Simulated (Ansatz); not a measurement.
This script for the Python package of Ansatz (0.2.0) starts 4 runs on C2H5BOSi, SMILES BC=C1O[SiH2]1. What input does the engine get in each?

The script, `c2h5bosi_methods.py`:
```python
# -*- coding: utf-8 -*-
from dataclasses import dataclass
from pathlib import Path

import ansatz as az
import numpy as np


@dataclass(frozen=True)
class Settings:
    basis: str = "cc-pVDZ"


settings = Settings()

GEOMETRY = """
B    -1.89680    0.43150    0.68870
C    -0.79150    0.33690   -0.35970
C     0.35630   -0.14060   -0.00250
O     1.35100   -0.69040    1.09770
Si    1.96310   -0.57210   -0.42880
H    -1.78650    0.16790    1.80130
H    -2.96410    0.90960    0.34030
H    -0.90950    0.65780   -1.39210
H     2.78900    0.65370   -0.56720
H     1.97190   -1.80550   -1.17480
"""


def main():
    geometry = az.Crystal.molecule()
    for line in GEOMETRY.strip().splitlines():
        symbol, *xyz = line.split()
        geometry = geometry.atom(symbol, [float(v) for v in xyz])

    calculation = geometry.calculation().basis(gaussian=settings.basis)

    print("functional    E (Ha)        dipole (D)   HOMO (eV)  LUMO (eV)")
    for name in ["cam_b3lyp", "hf", "hse06", "lc_wpbe"]:
        rep = calculation.functional(name).forces().orbitals().run(runs_dir="runs").report
        lines = Path(rep["orbitals_path"]).read_text().splitlines()
        field_of = lambda key: [line.split("=")[1].strip() for line in lines if line.startswith(key)]
        orbitals = [(27.211386 * float(e), s, float(n)) for e, s, n in zip(field_of("Ene="), field_of("Spin="), field_of("Occup="))]
        homo = max(e for e, _, n in orbitals if n > 0.5)
        lumo = min(e for e, _, n in orbitals if n < 0.5)
        dipole = 4.803205 * np.linalg.norm(rep["charge_distribution"]["dipole_moment_e_ang"])
        print(f"{name:10s} {rep['free_energy_ev'] / 27.211386246:14.6f} {dipole:9.3f} {homo:11.3f} {lumo:10.3f}")


if __name__ == "__main__":
    main()
```

Run 1:
```yaml
crystal:
  periodic: [false, false, false]
  atoms:
    - { symbol: B, position_ang: [-1.8968, 0.4315, 0.6887] }
    - { symbol: C, position_ang: [-0.7915, 0.3369, -0.3597] }
    - { symbol: C, position_ang: [0.3563, -0.1406, -0.0025] }
    - { symbol: O, position_ang: [1.351, -0.6904, 1.0977] }
    - { symbol: Si, position_ang: [1.9631, -0.5721, -0.4288] }
    - { symbol: H, position_ang: [-1.7865, 0.1679, 1.8013] }
    - { symbol: H, position_ang: [-2.9641, 0.9096, 0.3403] }
    - { symbol: H, position_ang: [-0.9095, 0.6578, -1.3921] }
    - { symbol: H, position_ang: [2.789, 0.6537, -0.5672] }
    - { symbol: H, position_ang: [1.9719, -1.8055, -1.1748] }
basis:
  gaussian:
    orbitals: cc-pVDZ
hamiltonian:
  xc: cam_b3lyp
output:
  orbitals: {}
  forces: true
```

Run 2, against run 1:
```diff
-  xc: cam_b3lyp
+  xc: hf
```

Run 3, against run 1:
```diff
-  xc: cam_b3lyp
+  xc: hse06
```

Run 4, against run 1:
```diff
-  xc: cam_b3lyp
+  xc: lc_wpbe
```

`python c2h5bosi_methods.py` gives:
```text
functional    E (Ha)        dipole (D)   HOMO (eV)  LUMO (eV)
cam_b3lyp     -468.570667     3.229      -8.737     -0.635
hf            -466.999075     3.513     -10.389      1.931
hse06         -468.308930     3.180      -7.026     -2.212
lc_wpbe       -468.434884     3.155     -10.076      0.456
```

Caveats:
- Total energies depend on the basis set; only differences at equal settings carry meaning.
- The geometry is a force-field or estimated start, not a minimum of this method, and the basis set is short of its limit. A lower total doesn't mark the better method: functionals have no common bound, and MP2 and coupled cluster aren't variational.
- Levels such as HOMO and LUMO are orbital energies: with these approximate functionals they aren't the ionisation energy and electron affinity, and their gap isn't the fundamental gap.
- For Al to Cl the sets with a tight d function, cc-pV(X+d)Z, are usual.
- hse06 follows the composition of plane-wave codes, whose totals differ by tens of mHa, up to about 0.1 Ha, from the form usual in Gaussian-basis programs (wpbeh).
- Finished in 16 s on 1 thread of Arm Neoverse V2 (shared host), peak memory 0.28 GiB.
